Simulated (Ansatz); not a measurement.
# C₂H₅BF₂Si: a ladder of functionals and wavefunction methods

How much do the methods differ for C₂H₅BF₂Si? The plan is to run it at one geometry with functionals of several rungs and with coupled cluster, and see how far each lands from CCSD(T) at the basis-set limit for the atomisation energy.

The runs use Ansatz 0.2.0, Gaussian basis; functionals in def2-TZVPP, the program's frozen cores in correlated methods.

The runs, in order: PBE-D4, r2SCAN-D4, PBE0-D4, B3LYP-D4, ωB97X-V, ωB97M-V, B2PLYP; CCSD(T)/def2-TZVPP; MP2/def2-QZVPP; extrapolation to the limit.

### 1 The geometry

An earlier PBE0-D4 in a triple-zeta def2 set relaxation fixed the geometry.

SMILES `F[C@@H]1BC[Si@H]1F`, 11 atoms, charge 0, spin multiplicity 1.

Atoms are counted from 1 here; the program's logs count them from 0.

Bond lengths: F1–C2 1.366 Å, C2–B3 1.550 Å, C2–Si5 1.908 Å, C2–H7 1.108 Å, B3–C4 1.581 Å, B3–H8 1.193 Å, C4–Si5 1.869 Å, C4–H9 1.086 Å, C4–H10 1.096 Å, Si5–F6 1.598 Å, Si5–H11 1.478 Å. Angles: F1–C2–B3 124.7°, F1–C2–Si5 129.1°, F1–C2–H7 110.0°, B3–C2–Si5 82.0°, B3–C2–H7 108.6°, Si5–C2–H7 97.3°, C2–B3–C4 102.2°, C2–B3–H8 127.3°, C4–B3–H8 127.4°, B3–C4–Si5 82.5°, B3–C4–H9 119.1°, B3–C4–H10 113.2°, Si5–C4–H9 123.4°, Si5–C4–H10 106.9°, H9–C4–H10 109.3°, C2–Si5–C4 80.3°, C2–Si5–F6 115.3°, C2–Si5–H11 117.7° and more.

### 2 PBE-D4 (GGA)

Input file in.yaml:

```yaml
crystal:
  periodic: [false, false, false]
  atoms:
    - {symbol: F, position_ang: [-0.942682, -2.358305, 0.132372]}
    - {symbol: C, position_ang: [-0.209419, -1.231742, -0.113031]}
    - {symbol: B, position_ang: [0.576631, -0.439351, 0.962226]}
    - {symbol: C, position_ang: [0.807726, 0.952348, 0.248002]}
    - {symbol: Si, position_ang: [-0.809495, 0.517809, -0.581964]}
    - {symbol: F, position_ang: [-0.927264, 0.800492, -2.150306]}
    - {symbol: H, position_ang: [0.452588, -1.392851, -0.986190]}
    - {symbol: H, position_ang: [0.638561, -0.672484, 2.130670]}
    - {symbol: H, position_ang: [0.947965, 1.841214, 0.855907]}
    - {symbol: H, position_ang: [1.582723, 0.916417, -0.526838]}
    - {symbol: H, position_ang: [-2.051933, 1.009452, 0.049654]}
basis:
  gaussian: {orbitals: def2-TZVPP}
hamiltonian: {xc: pbe, dispersion: d4}
output: {forces: true, orbitals: {seedname: orbitals}}
```

Launch:

```console
> ansatz run in.yaml --threads 4 --pin off --events-out ev --progress --plain --max-ram 10444MiB
```

After this run come: r2SCAN-D4 (meta-GGA); PBE0-D4 (hybrid); B3LYP-D4 (hybrid); ωB97X-V (range-separated); ωB97M-V (range-separated); B2PLYP (double hybrid); CCSD(T) in def2-TZVPP; MP2 in def2-QZVPP.

**Question.** What will the summary of the whole plan be? Wanted: atomisation energy, CCSD(T)/CBS; farthest; mean size of error, hybrid; mean size of error, range-separated; gap, smallest and largest; T1 diagnostic; triples share of the correlation energy.

As calculated:

```
                               quantity                                 value
        atomisation energy, CCSD(T)/CBS                       1027.1 kcal/mol
functionals within 5.1 kcal/mol (0.5 %)                              B3LYP-D4
                               farthest               PBE-D4 (+26.7 kcal/mol)
             mean size of error, hybrid                          4.2 kcal/mol
    mean size of error, range-separated                          7.4 kcal/mol
              gap, smallest and largest  3.89 eV (PBE-D4), 10.76 eV (ωB97X-V)
                          T1 diagnostic                                0.0127
triples share of the correlation energy                                 3.5 %
```

What this shows: PBE-D4 misses by +26.7 kcal/mol. Double hybrids carry the basis error of their MP2 part in triple zeta, and no dispersion term here, so their miss is partly the set-up's. Misses under about 5.1 kcal/mol are within the doubt on the reference itself, which lacks core-valence correlation, relativity and higher excitations. Hartree-Fock recovers 75 % of the binding; the rest is correlation. The gap grows from 3.9 to 10.8 eV across the functionals, mostly with the share of exact exchange.
